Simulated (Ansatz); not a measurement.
# C2H6BrGeN: the cost of one run

Method: RKS revPBE-D4/def2-SVP, in Ansatz 0.2.0.

1 further run of the same task is left out (it didn't finish).

## Step 1: The system as given

Bond lengths: C1–C2 1.462 Å, C2–N3 1.408 Å, C2–Ge4 1.918 Å, N3–Ge4 1.955 Å, Ge4–Br5 2.256 Å, C1–H6 1.174 Å, C1–H7 1.113 Å, C1–H8 1.099 Å, C2–H9 1.100 Å, N3–H10 1.077 Å, Ge4–H11 1.633 Å. Angles (14 of 21 angles, heavy atoms first): C1–C2–N3 110.3°, C1–C2–Ge4 116.9°, N3–C2–Ge4 70.1°, C2–N3–Ge4 67.3°, C2–Ge4–N3 42.6°, C2–Ge4–Br5 118.1°, N3–Ge4–Br5 111.6°, C1–C2–H9 120.7°, N3–C2–H9 115.8°, Ge4–C2–H9 112.5°, C2–C1–H6 110.4°, C2–C1–H7 113.6°, C2–C1–H8 112.2°, C2–N3–H10 107.8°.

Structure file:

```xyz
11

C    -0.9915    0.3261   -1.0903
C     0.2983   -0.0010   -0.4855
N     0.2182   -1.2275    0.2007
Ge    0.4722    0.2941    1.4021
Br    2.5473    0.3144    2.2871
H    -1.0697    1.4808   -1.2878
H    -1.8621    0.0966   -0.4357
H    -1.1172   -0.1409   -2.0775
H     1.2371    0.1825   -1.0293
H     1.2009   -1.6682    0.2022
H    -0.8680    0.2859    2.3348
```

## Step 2: End point A

File input.yaml:

```yaml
crystal:
  periodic: [false, false, false]
  atoms:
    - { symbol: C, position_ang: [-0.9915, 0.3261, -1.0903] }
    - { symbol: C, position_ang: [0.2983, -0.001, -0.4855] }
    - { symbol: "N", position_ang: [0.2182, -1.2275, 0.2007] }
    - { symbol: Ge, position_ang: [0.4722, 0.2941, 1.4021] }
    - { symbol: Br, position_ang: [2.5473, 0.3144, 2.2871] }
    - { symbol: H, position_ang: [-1.0697, 1.4808, -1.2878] }
    - { symbol: H, position_ang: [-1.8621, 0.0966, -0.4357] }
    - { symbol: H, position_ang: [-1.1172, -0.1409, -2.0775] }
    - { symbol: H, position_ang: [1.2371, 0.1825, -1.0293] }
    - { symbol: H, position_ang: [1.2009, -1.6682, 0.2022] }
    - { symbol: H, position_ang: [-0.868, 0.2859, 2.3348] }
basis:
  gaussian: { orbitals: def2-SVP }
hamiltonian:
  xc: revpbe
  dispersion: d4
relax:
  f_tol: 0.015
  max_steps: 40
```

The run is started by

```bash
$ ansatz run input.yaml --threads 2 --pin off --max-ram 3072MiB --backend cpu --events-out ev --progress --plain --runs-dir out
```

**Question.** How long does this run take on 2 threads of Arm Neoverse V1, shared host, and how much memory does it need?

About 47 s, with a peak of 0.2 GiB.
